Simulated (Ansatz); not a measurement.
Ba2Tl5V3O12:

```
Ba V Tl O
1.0
    10.97457    0.00000    0.00000
     0.00000   10.97457    0.00000
     0.00000    0.00000    6.60400
Ba V Tl O
2 3 5 12
Direct
  0.00000 0.50000 0.00000
  0.50000 0.00000 0.00000
  0.50000 0.50000 0.00000
  0.50000 0.00000 0.50000
  0.00000 0.50000 0.50000
  0.50000 0.50000 0.50000
  0.71260 0.28740 0.40228
  0.28740 0.71260 0.40228
  0.71260 0.71260 0.59772
  0.28740 0.28740 0.59772
  0.41064 0.58936 0.15770
  0.58936 0.41064 0.15770
  0.58936 0.58936 0.84230
  0.41064 0.41064 0.84230
  0.58661 0.08570 0.33378
  0.41339 0.08570 0.66622
  0.58661 0.91430 0.66622
  0.41339 0.91430 0.33378
  0.08570 0.58661 0.33378
  0.08570 0.41339 0.66622
  0.91430 0.58661 0.66622
  0.91430 0.41339 0.33378
```

The cell was built by a generator and needn't be a form met in nature.

* Program: Ansatz 0.2.0
* Task: relaxation of cell and atoms
* Functional: r2SCAN
* Dispersion: rVV10
* Potentials or basis: Ansatz PAW
* Cutoff: 500 eV (not typed: the program's choice for these potentials)
* k mesh: 2 × 2 × 3
* Occupations: fermi-dirac, width 0.05 eV
* Spin: collinear spin, ferromagnetic start
* Starting moments: [0.0, 0.0, 2.0, 2.0, 2.0, 0.0, 0.0, 0.0, 0.0, 0.0, 0.0, 0.0, 0.0, 0.0, 0.0, 0.0, 0.0, 0.0, 0.0, 0.0, 0.0, 0.0] μB

At the start: volume 36.15 Å³/atom.

**Question.** How do energy, volume and symmetry change on relaxing?

**Answer.** It ends after 7 steps and the volume is 32.09 Å³/atom (-11.2 %); space group P-42m (No. 111, to 0.05 Å); moment 0.00 μB per cell.

Step by step:
```tsv
step	energy change (eV)	largest force (eV/Å)	volume (Å³)
1	0.0000	0.4041	795.39
2	-0.2393	0.2642	736.71
3	-0.3224	0.1470	719.38
4	-0.3308	0.1964	698.72
5	-0.3489	0.0210	704.08
6	-0.3490	0.0033	706.03
7	-0.3315	0.0049	706.03
```

Final structure:
```
CELL_PARAMETERS angstrom
10.37235 0.00000 0.00000
0.00000 10.37235 0.00000
0.00000 0.00000 6.56250
ATOMIC_POSITIONS crystal
Ba 0.00000 0.50000 0.00000
Ba 0.50000 0.00000 0.00000
V 0.50000 0.50000 0.00000
V 0.50000 0.00000 0.50000
V 0.00000 0.50000 0.50000
Tl 0.50000 0.50000 0.50000
Tl 0.70939 0.29061 0.44483
Tl 0.29061 0.70939 0.44483
Tl 0.70939 0.70939 0.55517
Tl 0.29061 0.29061 0.55517
O 0.40607 0.59393 0.15851
O 0.59393 0.40607 0.15851
O 0.59393 0.59393 0.84149
O 0.40607 0.40607 0.84149
O 0.59147 0.08967 0.33501
O 0.40853 0.08967 0.66499
O 0.59147 0.91033 0.66499
O 0.40853 0.91033 0.33501
O 0.08967 0.59147 0.33501
O 0.08967 0.40853 0.66499
O 0.91033 0.59147 0.66499
O 0.91033 0.40853 0.33501
```

Caveat: the magnetic or orbital state may not be the lowest; the plane-wave basis is chosen anew once the cell has moved, so the energies of steps on either side of that aren't comparable; the PAW data sets come from PBE, with cores solved anew for the run's functional, which leaves a small shift of forces and pressure; the starting moments weren't kept.
